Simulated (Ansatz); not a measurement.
# CH5AlBClO: one species, many methods

Aim: compute CH5AlBClO with functionals from several rungs and with coupled cluster. The yardstick is the atomisation energy at the CCSD(T) limit.

Method: functionals in def2-TZVPP, the program's frozen cores in correlated methods; program: Ansatz 0.2.0, Gaussian basis.

The runs, in order: LDA (SPW92), PBE-D4, revPBE-D4, BLYP-D4, r2SCAN-D4, B97M-V, PBE0-D4, B3LYP-D4, r2SCANh-D4, r2SCAN0-D4, HSE06-D4, BHLYP-D4, CAM-B3LYP-D4, LC-ωPBE, ωB97X-V, ωB97M-V, B2PLYP, PBE-QIDH; CCSD(T)/def2-SVP; CCSD(T)/def2-TZVPP; MP2/def2-QZVPP; extrapolation to the limit; RPA on PBE.

### Step 1. Structure used throughout

The geometry comes from an earlier relaxation with PBE0-D4 in a triple-zeta def2 set; it is a stationary point, not always the lowest conformer.

10 atoms, charge 0, spin multiplicity 1.

Atoms are counted from 1 here; the program's logs count them from 0.

Bond lengths: C1–B2 1.548 Å, C1–H6 1.094 Å, C1–H7 1.094 Å, C1–H8 1.091 Å, B2–Cl3 1.928 Å, B2–O4 1.303 Å, Cl3–Al5 2.443 Å, O4–Al5 1.796 Å, Al5–H9 1.578 Å, Al5–H10 1.578 Å. Angles: B2–C1–H6 110.7°, B2–C1–H7 110.7°, B2–C1–H8 110.9°, H6–C1–H7 106.6°, H6–C1–H8 108.9°, H7–C1–H8 108.9°, C1–B2–Cl3 116.3°, C1–B2–O4 134.3°, Cl3–B2–O4 109.3°, B2–Cl3–Al5 68.4°, B2–O4–Al5 106.1° and more.

### Step 2. LDA

This LDA is Slater exchange with PW92 correlation.

Input file in.yaml:

```yaml
crystal:
  periodic: [false, false, false]
  atoms:
    - {symbol: C, position_ang: [-0.878842, -1.615084, 0.411367]}
    - {symbol: B, position_ang: [-0.194496, -0.275831, 0.045809]}
    - {symbol: Cl, position_ang: [1.588963, -0.013260, 0.729080]}
    - {symbol: O, position_ang: [-0.549589, 0.769336, -0.647239]}
    - {symbol: Al, position_ang: [0.841054, 1.903761, -0.587231]}
    - {symbol: H, position_ang: [-0.291892, -2.461342, 0.043555]}
    - {symbol: H, position_ang: [-0.947017, -1.731165, 1.496569]}
    - {symbol: H, position_ang: [-1.881757, -1.668859, -0.014221]}
    - {symbol: H, position_ang: [0.669413, 3.108062, 0.418135]}
    - {symbol: H, position_ang: [1.727265, 1.933284, -1.892724]}
basis:
  gaussian: {orbitals: def2-TZVPP}
hamiltonian: {xc: lda}
output: {orbitals: {seedname: orbitals}}
```

Further steps of the session: PBE-D4 (GGA); revPBE-D4 (GGA); BLYP-D4 (GGA); r2SCAN-D4 (meta-GGA); B97M-V (meta-GGA); PBE0-D4 (hybrid); B3LYP-D4 (hybrid); r2SCANh-D4 (hybrid); r2SCAN0-D4 (hybrid); HSE06-D4 (hybrid); BHLYP-D4 (hybrid); CAM-B3LYP-D4 (range-separated); LC-ωPBE (range-separated); ωB97X-V (range-separated); ωB97M-V (range-separated); B2PLYP (double hybrid); PBE-QIDH (double hybrid); CCSD(T) in def2-SVP; CCSD(T) in def2-TZVPP; MP2 in def2-QZVPP; RPA on PBE orbitals.

**Question.** What will the summary of the whole plan be? Wanted: atomisation energy, CCSD(T)/CBS; farthest beyond LDA; mean size of error, GGA; mean size of error, meta-GGA; mean size of error, hybrid; mean size of error, range-separated; mean size of error, double hybrid; gap, smallest and largest; T1 diagnostic.

The runs gave:

| quantity | value |
| --- | --- |
| atomisation energy, CCSD(T)/CBS | 3760.2 kJ/mol |
| functionals within 18.8 kJ/mol (0.5 %) | PBE0-D4, B3LYP-D4, r2SCANh-D4, HSE06-D4, CAM-B3LYP-D4, LC-ωPBE, ωB97X-V, PBE-QIDH |
| farthest beyond LDA | BHLYP-D4 (-93.3 kJ/mol) |
| mean size of error, GGA | 38.6 kJ/mol |
| mean size of error, meta-GGA | 42.1 kJ/mol |
| mean size of error, hybrid | 23.4 kJ/mol |
| mean size of error, range-separated | 12.7 kJ/mol |
| mean size of error, double hybrid | 25.3 kJ/mol |
| gap, smallest and largest | 5.57 eV (LDA (SPW92)), 12.90 eV (LC-ωPBE) |
| T1 diagnostic | 0.0121 |
| triples share of the correlation energy | 3.8 % |

**Reading.** LDA overbinds by 484.4 kJ/mol (13 %). PBE-D4 misses by +45.4 kJ/mol. Double hybrids carry the basis error of their MP2 part in triple zeta, and no dispersion term here, so their miss is partly the set-up's. By mean error the best rung here is range-separated (12.7 kJ/mol) and the worst beyond LDA is meta-GGA (42.1 kJ/mol). The reference freezes the cores and leaves out relativity and excitations past (T), so misses under about 18.8 kJ/mol can't be ranked. Hartree-Fock recovers 76 % of the binding; the rest is correlation. CCSD(T) in def2-SVP is off by -165.8 kJ/mol, worse than the median functional, from the basis alone. The gap grows from 5.6 to 12.9 eV across the functionals, mostly with the share of exact exchange.
